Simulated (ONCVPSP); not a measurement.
# Tin: generating and testing an ONCV potential

Task: generate the file, and judge it by its errors in other configurations, its logarithmic derivatives, its ghosts and its cutoff.

Method: ONCVPSP 4.0.1, PW91, scalar-relativistic.

## 1. Starting point

Typed settings, in words:

```
element                 : tin (Sn, Z = 50)
type                    : optimised norm-conserving Vanderbilt (ONCV)
frozen core             : [Kr] 4d10
valence charge          : 4
reference configuration : 5s1.75 5p2.25
partial waves           : 5s: rc 1.70 bohr, ncon 3, nbas 7, qcut 3.1 1/bohr, 2 projectors, debl 0.8 Ha; 5p: rc 2.35 bohr, ncon 3, nbas 7, qcut 3.4 1/bohr, 2 projectors, debl 1.7 Ha
local potential         : polynomial inside 1.70 bohr (lpopt 2, dvloc0 6 Ha)
core correction         : Teter function, fcfact 4.25, rcfact 1.7
```

The nodes and maxima of the atom's own shells, from an earlier all-electron run, set the scale for the radii.

All-electron outer shells of the reference configuration (PW91, scalar-relativistic, ld1.x):

| shell | level (eV) | outermost node (bohr) | outermost maximum (bohr) |
| --- | --- | --- | --- |
| 4p | -90.13 | 0.41 | 0.79 |
| 4d | -26.25 | 0.39 | 0.88 |
| 5s | -10.85 | 0.98 | 2.01 |
| 5p | -3.90 | 1.09 | 2.55 |

## 2. Generating the potential

File Sn.dat:

```
# ATOM AND REFERENCE CONFIGURATION
# atsym  z   nc   nv     iexc    psfile
  Sn 50.00    9    2  -109134      upf
#
#   n    l    f
    1    0    2.00
    2    0    2.00
    2    1    6.00
    3    0    2.00
    3    1    6.00
    3    2   10.00
    4    0    2.00
    4    1    6.00
    4    2   10.00
    5    0    1.75
    5    1    2.25
#
# PSEUDOPOTENTIAL AND OPTIMIZATION
# lmax
    1
#
#   l,   rc,      ep,       ncon, nbas, qcut
    0    1.70    0.00    3    7    3.10
    1    2.35    0.00    3    7    3.40
#
# LOCAL POTENTIAL
# lloc, lpopt,  rc(5),   dvloc0
    4    2    1.70    6.00
#
# VANDERBILT-KLEINMAN-BYLANDER PROJECTORs
# l, nproj, debl
    0    2    0.80
    1    2    1.70
#
# MODEL CORE CHARGE
# icmod, fcfact, rcfact
    3    4.25    1.70
#
# LOG DERIVATIVE ANALYSIS
# epsh1, epsh2, depsh
   -2.00    5.00    0.02
#
# OUTPUT GRID
# rlmax, drl
    6.00    0.01
#
# TEST CONFIGURATIONS
# ncnf
    4
# nvcnf
#   n    l    f
    2
    5    0    2.00
    5    1    2.00
#
    2
    5    0    2.00
    5    1    1.00
#
    2
    5    0    2.00
    5    1    0.00
#
    2
    5    0    1.00
    5    1    2.00
#
```

The run is started by

```sh
$ oncvpsp.x < Sn.dat > Sn.out
```

Q: Predict the outcome of this session. Wanted: cutoffs for 1 and 0.1 mHa per electron, occupied waves; bound ghosts; GHOST(+) flags; largest test error; largest phase difference near zero energy, channels read; rms error of d²Exc/dn², without and with the model core.

As calculated:

| quantity | value |
| --- | --- |
| cutoffs for 1 and 0.1 mHa per electron, occupied waves | 9.5 Ha and 31 Ha |
| bound ghosts | none found |
| GHOST(+) flags | s at 1199 eV (1 near or above the test basis's cutoff) |
| largest test error (AE − PS) | -482 meV, for 5s2 5p0 |
| largest phase difference near zero energy, channels read | 0.000 rad |
| rms error of d²Exc/dn², without and with the model core | 7.55 and 4.47 mHa |

**Reading.** The worst unpolarised test, 5s2 5p0, is off by 482 meV on 19.2 eV; by total energies transferability rates as poor. By its cutoff, 9.5 Ha for the looser tolerance, it is soft on the atom at that tolerance. The tighter tolerance needs 31 Ha, and converged work needs a cutoff nearer that. At the looser tolerance the 5s wave is the slowest; 5p needs 4 Ha. No bound ghost shows below the valence levels. Near zero energy the phases of the channels with partial waves agree within 0.001 rad. The program also flags highly localised states, GHOST(+) (s). These are tests on the free atom; a crystal test is still owed.
